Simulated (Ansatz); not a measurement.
# Si, 8 atoms: a relaxation on CPU cores

The task is to move Si in a cell of 8 atoms to a minimum of the energy. How long does it take, and what comes out?

Computed with Ansatz 0.2 early development (run time, cell relaxation, PBE, PAW, unless a step's input says otherwise).

### 1 The structure to begin with

The structure is cubic, space group Fd-3m (No. 227). The conventional cell has a = 5.431 Å, b = 5.431 Å, c = 5.431 Å, α = 90.00°, β = 90.00°, γ = 90.00°. Si (site symmetry -43m) is surrounded by 4 Si at 2.35 Å.

Coordinates:

```
Si
1.0
     5.43100    0.00000    0.00000
     0.00000    5.43100    0.00000
     0.00000    0.00000    5.43100
Si
8
Direct
  0.00000 0.00000 0.00000
  0.00000 0.50000 0.50000
  0.50000 0.00000 0.50000
  0.50000 0.50000 0.00000
  0.25000 0.25000 0.25000
  0.25000 0.75000 0.75000
  0.75000 0.25000 0.75000
  0.75000 0.75000 0.25000
```

### 2 Running it

File input.yaml:

```yaml
crystal:
  lattice:
    - [5.431, 0, 0]
    - [0, 5.431, 0]
    - [0, 0, 5.431]
  atoms:
    - { symbol: Si, position: [0, 0, 0] }
    - { symbol: Si, position: [0, 0.5, 0.5] }
    - { symbol: Si, position: [0.5, 0, 0.5] }
    - { symbol: Si, position: [0.5, 0.5, 0] }
    - { symbol: Si, position: [0.25, 0.25, 0.25] }
    - { symbol: Si, position: [0.25, 0.75, 0.75] }
    - { symbol: Si, position: [0.75, 0.25, 0.75] }
    - { symbol: Si, position: [0.75, 0.75, 0.25] }
kpoints:
  mp_grid: { grid: [4, 4, 4] }
hamiltonian:
  xc: pbe
  pseudopotentials: { kind: paw }
magnetization:
  spin_polarized: false
scf:
  occupations: { method: fixed }
output:
  forces: true
  stress: true
relax:
  max_steps: 25
  cell: { p_target: 60.0 }
```

On the command line:

```bash
$ ansatz run input --backend cpu --threads 16 --events-out ev
```

**Question.** What will these runs give? Wanted: free energy; electrons solved for; SCF passes in all; gap on the k mesh; largest force; pressure; energy from the first step to the last.

As calculated:

```
                              quantity                                                       value
        time per pass of the first SCF                                                     0.032 s
                           free energy                           -5079.1380 eV (-634.8923 eV/atom)
                  electrons solved for                                                          32
                     SCF passes in all                                                          48
                     gap on the k mesh                                                     0.00 eV
                         largest force                                                  0.000 eV/Å
                              pressure                                                   59.97 GPa
energy from the first step to the last                                              832.5 meV/atom
                             wall time  1.8 s (16 threads of Arm Neoverse V2 (Grace), shared host)
```

What this shows: Of the time up to the last event, 80 % went to the work after the first SCF. Forces vanish by symmetry, so the stress drives the 6 steps: the pressure went from 2.02 to 59.97 GPa, and the volume changed by -27.2 %.
